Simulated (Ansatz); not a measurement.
# PbS: a single-point run

Aim: a sound single-point run of PbS. The structure is shown as the input types it.

Program: Ansatz 0.2.0. Level of theory: density functional or hybrid calculation with the settings of its input, plane waves (as first typed). These are calculated values, not measurements.

1 further run of the same task is left out (it didn't finish).

**1. The starting structure**

Symmetry: Fm-3m, No. 225, cubic system. The conventional cell has a = 5.974 Å, b = 5.974 Å, c = 5.974 Å, α = 90.00°, β = 90.00°, γ = 90.00°. Pb (site symmetry m-3m) has 6 S at 2.99 Å as nearest neighbours. Around S (site symmetry m-3m) lie 6 Pb at 2.99 Å.

Structure file:

```xyz
2
Lattice="0.0000 2.9872 2.9872 2.9872 0.0000 2.9872 2.9872 2.9872 0.0000" Properties=species:S:1:pos:R:3 pbc="T T T"
Pb    0.0000    0.0000    0.0000
S     2.9872    2.9872    2.9872
```

**2. Input and run**

Contents of input.yaml:

```yaml
crystal:
  lattice:
    - [0.0, 2.9872327164, 2.9872327164]
    - [2.9872327164, 0.0, 2.9872327164]
    - [2.9872327164, 2.9872327164, 0.0]
  atoms:
    - { symbol: Pb, position: [0.0, 0.0, 0.0] }
    - { symbol: S, position: [0.5, 0.5, 0.5] }
kpoints:
  mp_grid: { grid: [6, 6, 6] }
hamiltonian:
  xc: pbe
scf:
  occupations: { method: fixed }
  n_extra_bands: 4
  max_iter: 88
output:
  forces: true
  stress: true
  eigenvalues: true
basis:
  ecutwfc: 120
```

On the command line:

```bash
$ ansatz run input.yaml --threads 4 --pin off --max-ram 3686MiB --backend cpu --events-out ev --progress --plain --runs-dir out
```

**Question.** How will this run end, and is anything wrong with its input?

This run ends as converged, with warnings (cutoff below recommended). Its log warns: «basis.ecutwfc = 120 eV is below the records' recommended 420 eV ...»

Look at the input: basis.ecutwfc is 120. The cutoff lies far under what these potentials need. The potentials' recommended cutoff is 420 eV.

To check: delete basis.ecutwfc (the default then holds).
